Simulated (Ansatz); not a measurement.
The system is Ga3Se.

```xyz
4
Lattice="4.4325 0.0000 0.0000 0.0000 4.4325 0.0000 0.0000 0.0000 4.4325" Properties=species:S:1:pos:R:3 pbc="T T T"
Se    0.0000    0.0000    0.0000
Ga    2.2162    2.2162    0.0000
Ga    2.2162    0.0000    2.2162
Ga    0.0000    2.2162    2.2162
```

The cell comes from a database or a generator and needn't be the stable form of this composition.

Base run:

```yaml
Program: Ansatz 0.2.0
Functional: HSE06 form with a typed share of exact exchange
Potentials_or_basis: Ansatz PAW
Cutoff: "420 eV (not typed: the program's choice for these potentials)"
k_mesh: 4 × 4 × 4
Occupations: fermi-dirac, width 0.05 eV
Spin: no spin polarisation
```

Its results: band gap on the k mesh none (metal or under the smearing width); pressure -0.6 GPa.

Question: The run is repeated on the same cell with these changes: share of exact exchange from 0.15 to 0.35. What comes out?

Answer: Band gap on the k mesh none (metal or under the smearing width); pressure -1.1 GPa.

Caveats: the PAW data sets come from PBE, with cores solved anew for the run's functional, which leaves a small shift of forces and pressure; the thresholds are loose for stress.
